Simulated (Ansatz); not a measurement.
# C₂H₅NSi: a ladder of functionals and wavefunction methods

Aim: compute C₂H₅NSi with functionals from several rungs and with coupled cluster. The yardstick is the atomisation energy at the CCSD(T) limit.

Method: functionals in def2-TZVPP, the program's frozen cores in correlated methods; program: Ansatz 0.2.0, Gaussian basis.

The runs, in order: LDA (SPW92), PBE-D4, revPBE-D4, BLYP-D4, r2SCAN-D4, B97M-V, PBE0-D4, B3LYP-D4, r2SCANh-D4, r2SCAN0-D4, HSE06-D4, BHLYP-D4, CAM-B3LYP-D4, LC-ωPBE, ωB97X-V, ωB97M-V, B2PLYP, PBE-QIDH; CCSD(T)/def2-SVP; CCSD(T)/def2-TZVPP; MP2/def2-QZVPP; extrapolation to the limit; RPA on PBE.

### 1 The relaxed structure

The geometry comes from an earlier relaxation with PBE0-D4 in a triple-zeta def2 set; it is a stationary point, not always the lowest conformer.

9 atoms, charge 0, spin multiplicity 1.

Atoms are counted from 1 here; the program's logs count them from 0.

Bond lengths: C1–N2 1.283 Å, C1–Si4 1.873 Å, C1–H5 1.089 Å, N2–C3 1.488 Å, C3–Si4 1.897 Å, C3–H6 1.092 Å, C3–H7 1.092 Å, Si4–H8 1.490 Å, Si4–H9 1.490 Å. Angles: N2–C1–Si4 95.7°, N2–C1–H5 120.8°, Si4–C1–H5 143.4°, C1–N2–C3 104.7°, N2–C3–Si4 88.2°, N2–C3–H6 110.9°, N2–C3–H7 110.8°, Si4–C3–H6 118.6°, Si4–C3–H7 118.6°, H6–C3–H7 108.0°, C1–Si4–C3 71.3°, C1–Si4–H8 118.2°, C1–Si4–H9 118.3°, C3–Si4–H8 118.9°, C3–Si4–H9 119.0°, H8–Si4–H9 107.8°.

As a file:

| atom | x (Å) | y (Å) | z (Å) |
| --- | --- | --- | --- |
| C1 | -0.74162 | 0.49322 | -0.97416 |
| N2 | 0.51185 | 0.75503 | -1.05340 |
| C3 | 1.11259 | 0.09290 | 0.13637 |
| Si4 | -0.62526 | -0.50417 | 0.60708 |
| H5 | -1.43696 | 0.86007 | -1.72819 |
| H6 | 1.85654 | -0.64756 | -0.16489 |
| H7 | 1.60589 | 0.82425 | 0.78004 |
| H8 | -0.92698 | -1.96208 | 0.54408 |
| H9 | -1.26745 | 0.04194 | 1.83586 |

### 2 LDA

This LDA is Slater exchange with PW92 correlation.

Contents of in.yaml:

```yaml
crystal:
  periodic: [false, false, false]
  atoms:
    - {symbol: C, position_ang: [-0.741619, 0.493219, -0.974156]}
    - {symbol: N, position_ang: [0.511846, 0.755029, -1.053404]}
    - {symbol: C, position_ang: [1.112592, 0.092896, 0.136372]}
    - {symbol: Si, position_ang: [-0.625264, -0.504171, 0.607085]}
    - {symbol: H, position_ang: [-1.436960, 0.860072, -1.728188]}
    - {symbol: H, position_ang: [1.856541, -0.647564, -0.164886]}
    - {symbol: H, position_ang: [1.605894, 0.824253, 0.780044]}
    - {symbol: H, position_ang: [-0.926979, -1.962076, 0.544078]}
    - {symbol: H, position_ang: [-1.267452, 0.041943, 1.835858]}
basis:
  gaussian: {orbitals: def2-TZVPP}
hamiltonian: {xc: lda}
output: {orbitals: {seedname: orbitals}}
```

Command:

```sh
$ ansatz run in.yaml --threads 2 --pin off --events-out ev --progress --plain --max-ram 4352MiB
```

After this run come: PBE-D4 (GGA); revPBE-D4 (GGA); BLYP-D4 (GGA); r2SCAN-D4 (meta-GGA); B97M-V (meta-GGA); B3LYP-D4 (hybrid); r2SCANh-D4 (hybrid); r2SCAN0-D4 (hybrid); HSE06-D4 (hybrid); BHLYP-D4 (hybrid); CAM-B3LYP-D4 (range-separated); LC-ωPBE (range-separated); ωB97X-V (range-separated); ωB97M-V (range-separated); B2PLYP (double hybrid); PBE-QIDH (double hybrid); CCSD(T) in def2-SVP; CCSD(T) in def2-TZVPP; MP2 in def2-QZVPP; RPA on PBE orbitals.

**Question.** What will the summary of the whole plan be? Wanted: atomisation energy, CCSD(T)/CBS; farthest beyond LDA; mean size of error, GGA; mean size of error, meta-GGA; mean size of error, hybrid; mean size of error, range-separated; mean size of error, double hybrid; gap, smallest and largest; T1 diagnostic.

As calculated:

| quantity | value |
| --- | --- |
| atomisation energy, CCSD(T)/CBS | 34.524 eV |
| functionals within 0.173 eV (0.5 %) | revPBE-D4, BLYP-D4, r2SCAN-D4, B97M-V, B3LYP-D4, LC-ωPBE |
| farthest beyond LDA | BHLYP-D4 (-1.045 eV) |
| mean size of error, GGA | 0.412 eV |
| mean size of error, meta-GGA | 0.066 eV |
| mean size of error, hybrid | 0.402 eV |
| mean size of error, range-separated | 0.164 eV |
| mean size of error, double hybrid | 0.256 eV |
| gap, smallest and largest | 3.48 eV (LDA (SPW92)), 11.20 eV (LC-ωPBE) |
| T1 diagnostic | 0.0125 |
| triples share of the correlation energy | 4.5 % |

In words: The LDA atomisation energy is off by 5.220 eV (15 %): it overbinds. PBE-D4 is off by +0.961 eV. Double hybrids carry the basis error of their MP2 part in triple zeta, and no dispersion term here, so their miss is partly the set-up's. The rungs meta-GGA, range-separated miss on average by less than the doubt on the reference (0.173 eV), so they tie. Misses under about 0.173 eV are within the doubt on the reference itself, which lacks core-valence correlation, relativity and higher excitations. Hartree-Fock recovers 70 % of the binding; the rest is correlation. CCSD(T) in def2-SVP is off by -2.083 eV, which most functionals beat. Orbital gaps span 3.5 to 11.2 eV; exact exchange widens them. The restricted reference is unstable towards a spin-broken one.
